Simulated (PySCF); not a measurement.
**ICl6: relaxation and vibrations of the doublet**

The task is one start of a wider search on ICl6: the doublet, from a octahedral start. It is relaxed, tested by its Hessian and followed downhill if it is a saddle.

Program: PySCF 2.14.0. Level of theory: B3LYP, basis I def2-SVP with ECP28, Cl def2-SVP, scalar-relativistic core potentials, no spin–orbit coupling, density fitting. These are calculated values, not measurements.

### Step 1. Starting geometry

7 atoms, charge 0, spin multiplicity 2.

Bond lengths: I1–Cl2 2.320 Å, I1–Cl3 2.320 Å, I1–Cl4 2.320 Å, I1–Cl5 2.320 Å, I1–Cl6 2.320 Å, I1–Cl7 2.320 Å. Angles: Cl2–I1–Cl3 180.0°, Cl2–I1–Cl4 90.0°, Cl2–I1–Cl5 90.0°, Cl2–I1–Cl6 90.0°, Cl2–I1–Cl7 90.0°, Cl3–I1–Cl4 90.0°, Cl3–I1–Cl5 90.0°, Cl3–I1–Cl6 90.0°, Cl3–I1–Cl7 90.0°, Cl4–I1–Cl5 90.0°, Cl4–I1–Cl6 180.0°, Cl4–I1–Cl7 90.0°, Cl5–I1–Cl6 90.0°, Cl5–I1–Cl7 180.0°, Cl6–I1–Cl7 90.0°.

```xyz
7
charge 0 multiplicity 2
I     0.0000    0.0000    0.0000
Cl    0.0000    0.0000    2.3200
Cl    0.0000    0.0000   -2.3200
Cl    2.3200    0.0000    0.0000
Cl    0.0000    2.3200    0.0000
Cl   -2.3200    0.0000    0.0000
Cl    0.0000   -2.3200    0.0000
```

### Step 2. Relaxing the doublet from the octahedral start

One driver script runs all steps and calls PySCF; scf.py shows how it sets up the SCF of each step. The optimiser is the driver's own. Before each start the driver seeks the lowest SCF state from one or more starting densities and follows internal instabilities, so scf.py alone need not reach the same state.

The program finds Oh symmetry in the start, which this walk keeps.

Contents of scf.py:

```python
from pyscf import gto, scf, dft
mol = gto.M(atom='''
I     -0.000000     0.000000    -0.000000
Cl     0.000000     0.000000     2.320000
Cl    -0.000000    -0.000000    -2.320000
Cl     2.320000    -0.000000    -0.000000
Cl     0.000000     2.320000    -0.000000
Cl    -2.320000     0.000000     0.000000
Cl    -0.000000    -2.320000     0.000000''',
    basis={'I': 'def2-SVP', 'Cl': 'def2-SVP'},
    ecp={'I': 'def2-SVP'},
    charge=0, spin=1)
mf = dft.UKS(mol, xc='B3LYP')
mf.grids.atom_grid = (50, 194)
aux = {'I': 'def2-universal-JKFIT', 'Cl': 'def2-universal-JKFIT'}
mf = mf.density_fit(auxbasis=aux)
mf.kernel()
```

Further steps of the session: Frequencies.

Q: Predict the outcome of this session. Wanted: minimum; geometry; wavenumbers; dipole moment; highest occupied, lowest empty level; polar-tensor charge of I1; zero-point energy; atomisation energy; ⟨S²⟩.

The runs gave:

```
                                          quantity                                                           value
                                           minimum                                                     doublet, Oh
                                          geometry     I–Cl 2.469 Å (×6); Cl–I–Cl 90.0° (×12), Cl–I–Cl 180.0° (×3)
                                wavenumbers (cm⁻¹)  89 (t2u), 131 (t1u), 131 (t2g), 260 (eg), 283 (a1g), 308 (t1u)
                                     dipole moment                                                          0.00 D
highest occupied, lowest empty level (either spin)                                                 -8.67, -7.21 eV
                         polar-tensor charge of I1                                                         +2.61 e
                                 zero-point energy                                                     16.6 kJ/mol
                               entropy at 298.15 K                                                 450.7 J/(mol K)
         atomisation energy (no zero-point energy)                                                      637 kJ/mol
                                              ⟨S²⟩                                                           0.758
```

In words: The octahedral start keeps its Oh symmetry and ends in a minimum. In the infrared the band at 308 cm⁻¹ (t1u, stretch) leads. I1 has a polar-tensor charge of +2.6 e (a dipole derivative, not a static charge), yet symmetry cancels the bond dipoles. Other starts or spin states, not run here, may lie lower. Modes under about 90 cm⁻¹ are uncertain by tens of cm⁻¹. With an element this heavy the missing spin–orbit coupling can shift these numbers.
